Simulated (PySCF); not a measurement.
# C5H10SiTe: the cost of one run

Programs: PySCF 2.14.0, with routines of our own; each step states its level. All values are computed. Atoms count from 0.

## 1. The starting structure

17 atoms, charge 0, multiplicity 1; geometry from: GFN2-xTB.

## 2. NMR shieldings: PBE/pcSseg-1 Te:us-x2c-TZVPall-2c, spin–orbit

The job: settings as JSON, then the geometry in Å.

```
{"job": {"kind": "hnmr", "xc": "PBE", "basis": {"default": "pcSseg-1", "Te": "us-x2c-TZVPall-2c"}, "rel": "so"}, "charge": 0, "multiplicity": 1}
C     -2.738727     0.513639    -0.400220
C     -1.632716    -0.501934    -0.157223
Si    -0.117675     0.298774     0.673231
C      1.353550    -0.905177     0.836998
C      2.606038    -0.334430     0.262226
C      2.682152     0.815264    -0.384515
Te     0.998315     2.046366    -0.705118
H     -3.601599     0.050229    -0.875241
H     -2.385073     1.316130    -1.046119
H     -3.063236     0.955347     0.539074
H     -2.014737    -1.304095     0.474810
H     -1.349442    -0.957229    -1.107851
H     -0.522716     0.788563     2.003763
H      1.523887    -1.151426     1.885962
H      1.138165    -1.852208     0.335908
H      3.501162    -0.932953     0.391491
H      3.615654     1.167171    -0.788699
```

Method: PBE/pcSseg-1 Te:us-x2c-TZVPall-2c GIAO NMR shielding, X2C with spin-orbit coupling, screened-nuclear two-electron part, Gaussian nuclei, gas phase.

Run with:

```console
> OMP_NUM_THREADS=1 python heavy_run.py task.json out
```

The driver reads the jobs from task.json and runs them one after another.

**Question.** How long does this first job take on 1 thread of Arm Neoverse N1, shared host, and how much memory does it need?

About 3.6 min, with a peak of 1.1 GiB.
